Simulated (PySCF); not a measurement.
# Cl2Cu2F4 ([ClFCu(mu-F)2CuClF]2-): the cost of one run

Computed with PySCF 2.14.0 and routines of our own; the level stands in each step. Atoms count from 0.

## 1. The starting structure

8 atoms, charge -2, high-spin multiplicity 3; geometry from: idealised, bond lengths from ionic radii.

The system (edge-sharing dimer): [ClFCu(mu-F)2CuClF]2-. The metals (Cu(II), Cu(II)) are 2.76 Å apart; the bridge angle is 95°; the spin sites are atom 0 (1 unpaired) and atom 1 (1 unpaired).

## 2. Magnetic exchange: PBE0/def2-SVP in water

The job: settings as JSON, then the geometry in Å.

```
{"job": {"kind": "bs", "xc": "PBE0", "basis": "def2-SVP", "grid": 1, "solvent": "water"}, "charge": -2, "high_spin_multiplicity": 3, "spin_sites": [[[0], 1], [[1], 1]]}
Cu    -1.378100     0.077100     0.000000
Cu     1.378100     0.077100     0.000000
F      0.000000     1.346600     0.000000
F      0.000000    -1.192400     0.000000
Cl    -2.987500    -1.580000     0.000000
F     -2.687900     1.425700    -0.000000
Cl     2.987500    -1.580000     0.000000
F      2.687900     1.425700    -0.000000
```

With the program's defaults for keys left out, this is: PBE0/def2-SVP high-spin and broken-symmetry single points, IEF-PCM water.

Launch:

```sh
$ OMP_NUM_THREADS=1 python exch_run.py task.json out
```

This one command runs all jobs of the session in turn.

**Question.** How long does this first job take on 1 thread of Arm Neoverse N1, shared host, and how much memory does it need?

About 49 s, with a peak of 0.55 GiB.
